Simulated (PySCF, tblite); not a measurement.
# C7H4FN: excited states, first hyperpolarisability

Aim: compute the excited states, first hyperpolarisability of C7H4FN (`[C-]#[N+]c1ccccc1F`).

Programs: tblite 0.8.0 and PySCF 2.14.0, with routines of our own; each step states its level. All values are computed. Atoms count from 0.

## (1) The starting structure

13 atoms, charge 0, multiplicity 1; geometry from: force field or distance geometry start.

## (2) Optimising the geometry with GFN2-xTB

Job settings and geometry (Å):

```
{"job": {"kind": "relax", "xc": "GFN2-xTB", "basis": "xTB"}, "charge": 0, "multiplicity": 1}
C      3.517800     0.543300    -0.202400
N      2.364600     0.359300    -0.160000
C      1.027800     0.126300    -0.064300
C      0.190900     1.248400     0.041800
C     -1.178100     1.084300     0.145400
C     -1.674700    -0.203700     0.100300
C     -0.855900    -1.309500    -0.017700
C      0.525300    -1.157200    -0.098000
F      1.322600    -2.254700    -0.216000
H      0.611800     2.222900     0.078100
H     -1.807700     1.961100     0.227700
H     -2.765700    -0.318700     0.175200
H     -1.283000    -2.301300    -0.027800
```

On the command line:

```bash
$ OMP_NUM_THREADS=1 python excited_run.py task.json out
```

The driver reads the jobs from task.json and runs them one after another.

The log of the run:

```text
step      E/eV     max force
  0    -669.12828    1.137
  1    -669.16197    0.720
  2    -669.17642    1.013
  3    -669.19068    0.883
  4    -669.20378    0.337
  5    -669.20939    0.134
  6    -669.21042    0.093
  7    -669.21124    0.053
  8    -669.21152    0.052
  9    -669.21169    0.042
 10    -669.21183    0.044
 11    -669.21204    0.050
 12    -669.21230    0.052
 13    -669.21255    0.047
 14    -669.21273    0.035
 15    -669.21287    0.030
 16    -669.21303    0.037
 17    -669.21317    0.031
 18    -669.21327    0.025
 19    -669.21334    0.018
 20    -669.21338    0.017
 21    -669.21342    0.014
 22    -669.21343    0.012
 23    -669.21344    0.008
```

It took 0.1 s on 1 thread of Arm Neoverse V2, shared host.

Along the way:

```
step  energy from step 0 (eV)  largest force (eV/Å)
   0                   0.0000                1.1374
   1                  -0.0337                0.7202
   2                  -0.0481                1.0126
   3                  -0.0624                0.8830
   4                  -0.0755                0.3370
   5                  -0.0811                0.1336
   6                  -0.0821                0.0928
   7                  -0.0830                0.0535
   8                  -0.0832                0.0521
   9                  -0.0834                0.0420
  10                  -0.0835                0.0436
  11                  -0.0838                0.0497
  12                  -0.0840                0.0516
  13                  -0.0843                0.0469
  14                  -0.0844                0.0350
  15                  -0.0846                0.0301
  16                  -0.0847                0.0373
  17                  -0.0849                0.0315
  18                  -0.0850                0.0251
  19                  -0.0851                0.0180
  20                  -0.0851                0.0166
  21                  -0.0851                0.0144
  22                  -0.0851                0.0117
  23                  -0.0852                0.0076
```

Distances of close pairs at the start and the end, largest changes first:

```
  bond  before (Å)  after (Å)  change (Å)
C5–H11       1.100      1.079      -0.021
 C2–C7       1.379      1.396      +0.017
 C3–H9       1.062      1.079      +0.017
 C7–F8       1.362      1.345      -0.017
 C6–C7       1.392      1.381      -0.011
 C2–C3       1.404      1.393      -0.010
 C4–C5       1.381      1.386      +0.005
C4–H10       1.083      1.079      -0.004
```

The final coordinates are the input of the step that follows.

## (3) Harmonic vibrations with GFN2-xTB

Job settings and geometry (Å):

```
{"job": {"kind": "ir", "xc": "GFN2-xTB", "basis": "xTB"}, "charge": 0, "multiplicity": 1}
C      3.545883     0.492305    -0.219461
N      2.391181     0.339435    -0.147246
C      1.046599     0.160368    -0.064334
C      0.196706     1.258455     0.051603
C     -1.169273     1.069796     0.136614
C     -1.704012    -0.208704     0.106873
C     -0.873099    -1.310065    -0.010942
C      0.492593    -1.120674    -0.094823
F      1.300559    -2.189176    -0.209913
H      0.625141     2.248894     0.072949
H     -1.819957     1.925568     0.225674
H     -2.771315    -0.351368     0.173947
H     -1.265396    -2.314348    -0.038669
```

The log of the run:

```text
mode    cm-1     km/mol
  1     123.0      0.56
  2     139.9      1.62
  3     221.8      3.98
  4     326.5      2.96
  5     333.9      0.02
  6     414.7      0.57
  7     444.2      0.26
  8     524.8      3.64
  9     529.1      0.09
 10     547.6      5.76
 11     666.1      0.35
 12     756.6     14.07
 13     786.0     50.66
 14     811.7     18.80
 15     878.1      0.21
 16     913.5      2.07
 17     927.1      0.03
 18    1078.5      0.50
 19    1103.2     35.01
 20    1173.4      0.24
 21    1195.3     32.79
 22    1237.3      9.00
 23    1258.0     39.58
 24    1314.5      0.93
 25    1430.9     10.92
 26    1467.5     58.92
 27    1572.0      9.19
 28    1588.9      9.41
 29    2203.2      1.37
 30    3095.5      0.39
 31    3100.3     12.69
 32    3108.7     23.80
 33    3114.3     10.55
```

Run time: 0.3 s. Hardware: 1 thread of Arm Neoverse V2, shared host.

Which atoms move in the most intense modes:

```
cm⁻¹  km/mol                                  atoms
 757    14.1     C6 25 %, C3 20 %, F8 12 %, C0 11 %
 786    50.7  H10 25 %, H11 25 %, H9 15 %, H12 14 %
 812    18.8     C5 27 %, C4 21 %, F8 16 %, C3 14 %
1103    35.0    C3 16 %, H11 14 %, C2 13 %, C7 12 %
1195    32.8    C7 18 %, H9 17 %, C2 14 %, H10 14 %
1258    39.6              C2 29 %, C7 16 %, H9 10 %
1468    58.9     C2 21 %, C7 19 %, C3 14 %, C6 14 %
3109    23.8            H10 42 %, H9 25 %, H12 21 %
```

## (4) Excited states: TDA LC-wPBE/aug-cc-pVDZ

Settings changed since step 3:

```diff
@@ -1,2 +1,2 @@
-{"job": {"kind": "ir", "xc": "GFN2-xTB", "basis": "xTB"}, "charge": 0, "multiplicity": 1}
+{"job": {"kind": "states", "xc": "LC-wPBE", "basis": "aug-cc-pVDZ", "tda": true, "soc": true, "nstates": 8, "ntriplets": 6, "nquad": 4}, "charge": 0, "multiplicity": 1}
 C      3.545883     0.492305    -0.219461
```

Method: TDA LC-wPBE/aug-cc-pVDZ excited states, vertical, gas phase, spin-orbit mean-field couplings.

The log of the run:

```text
coarse grid: 12232 points
cycle   1  E = -423.3447225956  dE =  2.249e+00  |g| = 5.522e-01  |ddm| = 2.857e+01
cycle   2  E = -423.3615388430  dE = -1.682e-02  |g| = 5.637e-01  |ddm| = 3.932e+00
cycle   3  E = -423.4178416256  dE = -5.630e-02  |g| = 7.344e-02  |ddm| = 1.987e+00
cycle   4  E = -423.4189061312  dE = -1.065e-03  |g| = 3.961e-02  |ddm| = 5.235e-01
cycle   5  E = -423.4192231622  dE = -3.170e-04  |g| = 1.238e-02  |ddm| = 1.894e-01
cycle   6  E = -423.4192571499  dE = -3.399e-05  |g| = 2.956e-03  |ddm| = 5.106e-02
cycle   7  E = -423.4192596183  dE = -2.468e-06  |g| = 9.594e-04  |ddm| = 1.928e-02
final grid: 122544 points
cycle   8  E = -423.4343156413  dE = -6.043e-05  |g| = 1.016e-02  |ddm| = 5.296e-01
cycle   9  E = -423.4343146352  dE =  1.006e-06  |g| = 1.151e-02  |ddm| = 9.904e-02
cycle  10  E = -423.4343351781  dE = -2.054e-05  |g| = 5.327e-04  |ddm| = 2.811e-02
cycle  11  E = -423.4343352657  dE = -8.766e-08  |g| = 3.678e-04  |ddm| = 8.787e-03
cycle  12  E = -423.4343352982  dE = -3.247e-08  |g| = 1.328e-04  |ddm| = 2.329e-03
cycle  13  E = -423.4343352850  dE =  1.322e-08  |g| = 3.809e-05  |ddm| = 7.929e-04
cycle  14  E = -423.4343352860  dE = -1.049e-09  |g| = 1.923e-05  |ddm| = 2.117e-04
cycle  15  E = -423.4343352865  dE = -4.526e-10  |g| = 7.860e-06  |ddm| = 1.416e-04
converged SCF energy = -423.4343352865

Singlet excitations
state   eV       nm        f     d(h-e)  d(exc)  Lambda  PR(NTO)  |dmu|/D   mu/D   main configurations
  1   5.4326   228.2   0.02956   0.134   2.806   0.720   1.845    0.331    4.754   H->L 0.33, H-1->L 0.26, H->L+4 0.24
  2   6.1510   201.6   0.20782   0.070   2.897   0.716   1.662    0.312    5.015   H->L 0.43, H-1->L 0.27, H->L+4 0.17
  3   7.2879   170.1   0.00027   0.857   3.032   0.294   1.864    3.268    7.791   H->L+8 0.28, H-3->L 0.24
  4   7.3760   168.1   0.89725   0.130   2.835   0.719   1.852    0.365    4.776   H-1->L+4 0.59, H->L 0.10, H->L+4 0.10
  5   7.3814   168.0   0.02534   1.136   4.278   0.203   1.294                     H->L+1 0.65
  6   7.4673   166.0   0.00149   0.186   2.988   0.351   2.105                     H-3->L 0.52, H->L+8 0.15
  7   7.4876   165.6   0.70089   0.157   3.045   0.690   2.208                     H->L+4 0.42, H-1->L 0.37, H-1->L+4 0.08
  8   7.5996   163.1   0.06021   1.615   3.133   0.371   1.069                     H-2->L 0.77

Triplet excitations (Tamm-Dancoff)
state   eV     d(h-e)  d(exc)  Lambda  PR(NTO)   main configurations
  1   3.7643   0.019   2.570   0.714   1.742   H->L 0.51, H-1->L 0.16, H-1->L+4 0.13
  2   4.5485   0.216   2.693   0.733   1.098   H->L 0.41, H-1->L 0.26, H-1->L+4 0.21
  3   4.7521   0.068   2.735   0.701   1.916   H->L+4 0.48, H-1->L 0.39
  4   5.3101   0.134   2.712   0.746   1.161   H-1->L+4 0.54, H->L+4 0.30, H-1->L 0.10
  5   5.5082   1.091   2.390   0.342   1.005   H-2->L 0.56, H-2->L+15 0.15
  6   5.8642   0.629   1.808   0.381   1.003   H-2->L+8 0.54, H-2->L+17 0.11
S1 - T1 = 1.6683 eV

Spin-orbit couplings |<S|Hso|T>| (cm-1)
             T1       T2       T3       T4       T5       T6
S0        0.023    0.046    0.038    0.178   16.459   18.985
S1        0.041    0.014    0.011    0.002    0.296    0.084
S2        0.008    0.027    0.029    0.025    0.429    0.591
S3        0.382    1.559    1.349    1.339    1.224    0.519
S4        0.041    0.121    0.246    0.130    0.139    0.630
S5        0.345    0.797    1.701    0.862    0.639    0.215
S6        5.776    1.901    4.188    3.773    1.601    1.333
S7        0.125    0.082    0.117    0.097    0.364    0.151
S8        1.205    1.419    0.768    0.711    0.212   12.970
T1 sublevels (cm-1): 0.000 0.001 0.001   radiative rates (1/s): 0.00678 0.0345 0.00031
```

It took 74 s on 1 thread of Arm Neoverse V2, shared host; peak memory 1 GiB.

From this job:

```
  quantity    value
S1 less T1  1.67 eV
```

## (5) Excited states: TDDFT wB97X-D/aug-cc-pVDZ

Settings changed since step 4:

```diff
@@ -1,2 +1,2 @@
-{"job": {"kind": "states", "xc": "LC-wPBE", "basis": "aug-cc-pVDZ", "tda": true, "soc": true, "nstates": 8, "ntriplets": 6, "nquad": 4}, "charge": 0, "multiplicity": 1}
+{"job": {"kind": "states", "xc": "wB97X-D", "basis": "aug-cc-pVDZ", "tpa": true, "nstates": 6, "nquad": 5, "ntriplets": 0}, "charge": 0, "multiplicity": 1}
 C      3.545883     0.492305    -0.219461
```

With the program's defaults for keys left out, this is: TDDFT wB97X-D/aug-cc-pVDZ excited states, vertical, gas phase, two-photon moments by quadratic response.

The log of the run:

```text
coarse grid: 12232 points
cycle   1  E = -423.5119487895  dE =  2.063e+00  |g| = 5.223e-01  |ddm| = 3.010e+01
cycle   2  E = -423.5106504088  dE =  1.298e-03  |g| = 5.849e-01  |ddm| = 4.594e+00
cycle   3  E = -423.5727750046  dE = -6.212e-02  |g| = 6.966e-02  |ddm| = 1.973e+00
cycle   4  E = -423.5735253848  dE = -7.504e-04  |g| = 4.599e-02  |ddm| = 5.004e-01
cycle   5  E = -423.5739629998  dE = -4.376e-04  |g| = 1.127e-02  |ddm| = 2.083e-01
cycle   6  E = -423.5739908759  dE = -2.788e-05  |g| = 2.872e-03  |ddm| = 7.304e-02
cycle   7  E = -423.5739931563  dE = -2.280e-06  |g| = 7.757e-04  |ddm| = 2.012e-02
final grid: 122544 points
cycle   8  E = -423.5878724955  dE = -1.285e-04  |g| = 8.691e-03  |ddm| = 1.430e+00
cycle   9  E = -423.5878649863  dE =  7.509e-06  |g| = 1.127e-02  |ddm| = 1.648e-01
cycle  10  E = -423.5878879186  dE = -2.293e-05  |g| = 9.899e-04  |ddm| = 3.279e-02
cycle  11  E = -423.5878880555  dE = -1.369e-07  |g| = 7.458e-04  |ddm| = 1.536e-02
cycle  12  E = -423.5878881871  dE = -1.315e-07  |g| = 8.355e-05  |ddm| = 8.188e-03
cycle  13  E = -423.5878881892  dE = -2.108e-09  |g| = 3.497e-05  |ddm| = 8.309e-04
cycle  14  E = -423.5878881897  dE = -5.441e-10  |g| = 1.314e-05  |ddm| = 3.908e-04
converged SCF energy = -423.5878881897

Singlet excitations
state   eV       nm        f     d(h-e)  d(exc)  Lambda  PR(NTO)  |dmu|/D   mu/D   delta(TPA)   sigma/GM   main configurations
  1   5.2206   237.5   0.03931   0.174   2.890   0.734   1.794    0.469    4.952       15.50      0.155   H->L 0.40, H-1->L 0.27, H->L+2 0.21
  2   5.7752   214.7   0.19349   0.118   2.998   0.722   1.626    0.430    5.172       14.43      0.176   H->L 0.44, H-1->L 0.32, H->L+2 0.17
  3   6.7436   183.9   0.43050   0.153   3.106   0.680   2.177    0.462    4.745       20.93      0.349   H->L+2 0.58, H-1->L 0.37
  4   6.8323   181.5   0.61759   0.105   2.833   0.767   1.548    0.199    4.739        7.27      0.124   H-1->L+2 0.81, H->L 0.11
  5   6.9263   179.0   0.00803   0.979   4.279   0.207   1.164    4.338    3.307       21.10      0.371   H->L+1 0.61, H->L+7 0.10
  6   6.9853   177.5   0.00329   0.743   3.670   0.261   1.329                                            H->L+6 0.32, H->L+1 0.20, H->L+7 0.14
```

Run time: 60 s. Hardware: 1 thread of Arm Neoverse V2, shared host; peak memory 0.96 GiB.

## (6) First hyperpolarisability: quadratic response CAM-B3LYP/aug-cc-pVDZ

Settings changed since step 5:

```diff
@@ -1,2 +1,2 @@
-{"job": {"kind": "states", "xc": "wB97X-D", "basis": "aug-cc-pVDZ", "tpa": true, "nstates": 6, "nquad": 5, "ntriplets": 0}, "charge": 0, "multiplicity": 1}
+{"job": {"kind": "beta", "xc": "CAM-B3LYP", "basis": "aug-cc-pVDZ", "wavelengths": [1907, 1064]}, "charge": 0, "multiplicity": 1}
 C      3.545883     0.492305    -0.219461
```

Method: quadratic response CAM-B3LYP/aug-cc-pVDZ first hyperpolarisability, Taylor convention, gas phase.

The log of the run:

```text
coarse grid: 12232 points
cycle   1  E = -423.4536752417  dE =  1.993e+00  |g| = 5.206e-01  |ddm| = 3.861e+01
cycle   2  E = -423.4337677442  dE =  1.991e-02  |g| = 6.507e-01  |ddm| = 4.379e+00
cycle   3  E = -423.5128887869  dE = -7.912e-02  |g| = 7.893e-02  |ddm| = 2.238e+00
cycle   4  E = -423.5136912072  dE = -8.024e-04  |g| = 5.656e-02  |ddm| = 4.273e-01
cycle   5  E = -423.5143495300  dE = -6.583e-04  |g| = 1.190e-02  |ddm| = 2.118e-01
cycle   6  E = -423.5143785554  dE = -2.903e-05  |g| = 3.204e-03  |ddm| = 7.070e-02
cycle   7  E = -423.5143810552  dE = -2.500e-06  |g| = 6.708e-04  |ddm| = 1.764e-02
final grid: 122544 points
cycle   8  E = -423.5388351953  dE = -2.062e-05  |g| = 4.209e-03  |ddm| = 5.083e-01
cycle   9  E = -423.5388340301  dE =  1.165e-06  |g| = 5.172e-03  |ddm| = 4.927e-02
cycle  10  E = -423.5388390358  dE = -5.006e-06  |g| = 4.566e-04  |ddm| = 1.772e-02
cycle  11  E = -423.5388390733  dE = -3.749e-08  |g| = 1.768e-04  |ddm| = 4.169e-03
cycle  12  E = -423.5388390787  dE = -5.480e-09  |g| = 1.009e-04  |ddm| = 9.897e-04
cycle  13  E = -423.5388390811  dE = -2.350e-09  |g| = 1.993e-05  |ddm| = 5.358e-04
cycle  14  E = -423.5388390812  dE = -1.485e-10  |g| = 6.221e-06  |ddm| = 1.373e-04
converged SCF energy = -423.5388390812

Lowest singlets (eV, f): 5.2112 0.0389  5.7475 0.1874  6.6958 0.0097

First hyperpolarisability (au)
process     nm      |vector|   parallel      HRS      DR
static         -      180.22      30.33      85.92   3.464
shg       1907.0      189.13      33.11      90.11   3.469
eope      1907.0      183.10      31.22          -       -
shg       1064.0      212.41      40.62     100.92   3.491
eope      1064.0      189.79      33.32          -       -
```

Wall time 52 s (1 thread of Arm Neoverse V2, shared host); peak memory 1.1 GiB.

## (7) What came out

| quantity | value |
| --- | --- |
| strongest single infrared mode (GFN2-xTB) | 1468 cm⁻¹, 59 km/mol |
| zero-point energy (GFN2-xTB) | 54.9 kcal/mol |
| S1 less T1 (step 4, TDA LC-wPBE/aug-cc-pVDZ) | 1.67 eV |
| β vector (step 6, quadratic response CAM-B3LYP/aug-cc-pVDZ) | static 180, SHG 1907.0 nm 189, SHG 1064.0 nm 212 au |

What this shows: All 33 modes are real, so the xTB geometry is a minimum. The strongest single mode, at 1468 cm⁻¹, is spread over several atoms, C2, C7, C3, C6 among them. Unscaled tight-binding wavenumbers are off by several per cent, some by more. Its intensities can rank the bands wrongly. In step 4 some excited states are degenerate or nearly so. In step 4, the number of triplets below S1 is 4, and the largest singlet-triplet spin-orbit coupling is S0–T6, 18.98 cm⁻¹. β grows from 180 au (static) to 212 au for doubling at 1064.0 nm: normal dispersion, which grows as twice the photon energy moves toward the bright states.
